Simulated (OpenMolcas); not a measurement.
**Ni³⁺ among point charges: CASSCF and CASPT2 levels and susceptibility**

Aim: the splitting of the states of Ni³⁺ in the field of 6 point charges, its lowest levels with spin-orbit coupling and its magnetic susceptibility.

Program: OpenMolcas 26.06. Level of theory: state-averaged CASSCF and CASPT2, spin-orbit coupling by RASSI with atomic mean-field integrals. These are calculated values, not measurements, unless marked.

## (1) The system

```
Species                           : Ni³⁺ (nickel, Z = 28, 25 electrons)
Basis                             : ANO-RCC-VDZP [5s4p2d1f], 34 functions
Scalar Hamiltonian                : DKH2, point nucleus
Inactive shells                   : 1s 2s 2p 3s 3p
Active space                      : 7 electrons in 5 orbitals (3d)
Some configurations of this space : 3d⁷
Orbitals                          : optimised for each spin and parity, averaged over all roots
```

Outer shells as boxes (Hund's rule):

3d7
```
3d [↑↓][↑↓][↑ ][↑ ][↑ ]
```

The ion sits among 6 point charges of -2 e arranged as a tetragonal octahedron (D4h), 1.85 Å from the ion, with the axial distance 1.721 Å.

Each step is its own input file, run in one work folder so that later steps find the files of earlier ones. Labels, J, g values, rates, χT and fits are worked out afterwards by a script from the matrices that RASSI stores. The input lists half of the charges; inversion (Group=XYZ) makes the rest.

## (2) GATEWAY and SEWARD: basis and integrals

File a.inp:

```
&GATEWAY
Coord
1

Ni 0.0 0.0 0.0
Basis=ANO-RCC-VDZP
Group=XYZ
NoMove
AngMom=0.0 0.0 0.0
AMFI
XField
3 Angstrom 0
1.850000 0.000000 0.000000 -2.000000
0.000000 1.850000 0.000000 -2.000000
0.000000 0.000000 1.720500 -2.000000
&SEWARD
```

Run with:

```bash
$ OMP_NUM_THREADS=1 MOLCAS_MEM=1689 MOLCAS_PROJECT=a pymolcas a.inp > a.log
```

## (3) Reference wave functions, quartets of even parity, 10 roots

File a.inp:

```
&RASSCF
FileOrb=start.orb
Symmetry=1
Spin=4
nActEl=7 0 0
Inactive=3 6
Ras2=5 0
CIRoot=10 10 1
SDav=10
CIMx=300
Iter=120 100
PrWF=0.3
OrbListing=Nothing
MaxOrb=0
>>> COPY $Project.JobIph JOB001
```

start.orb holds the contracted functions of the basis, ordered by shell, or the orbitals of the step before.

## (4) Reference wave functions, doublets of even parity, 40 roots

File a.inp:

```
&RASSCF
FileOrb=start.orb
Symmetry=1
Spin=2
nActEl=7 0 0
Inactive=3 6
Ras2=5 0
CIRoot=40 40 1
SDav=40
CIMx=300
Iter=120 100
PrWF=0.3
OrbListing=Nothing
MaxOrb=0
>>> COPY $Project.JobIph JOB002
```

## (5) State interaction with spin-orbit coupling

File a.inp:

```
&RASSI
NrOfJobIphs=2 10 40
1 2 3 4 5 6 7 8 9 10
1 2 3 4 5 6 7 8 9 10 11 12 13 14 15 16 17 18 19 20 21 22 23 24 25 26 27
28 29 30 31 32 33 34 35 36 37 38 39 40
IphNames
JOB001
JOB002
EJob
SpinOrbit
DIPRint=1.0
SOCoupling=1000.0
Subsets=2
Property=9
'ANGMOM' 1 'ANGMOM' 2 'ANGMOM' 3 'MLTPL  1' 1 'MLTPL  1' 2 'MLTPL  1' 3
'AMFI' 1 'AMFI' 2 'AMFI' 3
SOProperty=3
'ANGMOM' 1 'ANGMOM' 2 'ANGMOM' 3
```

## (6) CASPT2: IPEA 0.25, imaginary shift 0.1 (closed shells correlated: 3s 3p)

File a.inp:

```
>>> COPY JOB001 $Project.JobIph
&CASPT2
Multistate=10 1 2 3 4 5 6 7 8 9 10
NoMult
Frozen=2 3
IPEA=0.25
Imaginary=0.1
MaxIter=60
WThr=0.0 0.3 0.05
PrWF=0.5
NoMix
>>> COPY JOB002 $Project.JobIph
&CASPT2
Multistate=40 1 2 3 4 5 6 7 8 9 10 11 12 13 14 15 16 17 18 19 20 21 22
23 24 25 26 27 28 29 30 31 32 33 34 35 36 37 38 39 40
NoMult
Frozen=2 3
IPEA=0.25
Imaginary=0.1
MaxIter=60
WThr=0.0 0.3 0.05
PrWF=0.5
NoMix
```

(Steps that only read results are left out.)

What does the calculation give? Wanted: spin-free ground state; first state of the same spin within the active space; lowest level; next level.

The runs gave:

| quantity | value |
| --- | --- |
| method | SS-CASPT2, IPEA 0.25, imaginary shift 0.1 (closed shells correlated: 3s 3p) |
| spin-free ground state | 4E, 2-fold in its orbital part |
| first state of the same spin within the active space | 4A2 at 1050 cm⁻¹ |
| lowest level | 2-fold E1/2, g = 1.53, 1.53, 9.50 |
| next level | 465.7 cm⁻¹ |
| χT at 300 K | 3.89 cm³ K/mol |
| effective moment at 300 K | 5.58 μB |

Cost by method:

| method | time of its own steps | time with the reference |
| --- | --- | --- |
| A. CASSCF | 13 s | 13 s |
| B. SS-CASPT2, IPEA 0.25, imaginary shift 0.1, +3s 3p | 2.8 s | 15 s |

Times are of one thread on a shared host.

**Reading.** The spin-free ground state (4E) comes to 99 % from free-ion F terms and keeps the highest spin of the shell. χT at 300 K is 3.89, against 1.88 cm³ K/mol for the spin alone, so orbital moment adds to it. An active space of the d shell alone favours high spin; real ions in strong fields can be low spin. The field of point charges can differ much from that of real complexes. With metal d orbitals alone active, the gaps between spin states are rough; where two lie within a few thousand cm-1, their order is open. Point charges carry no covalency, so the field is a model and not that of real ligands.
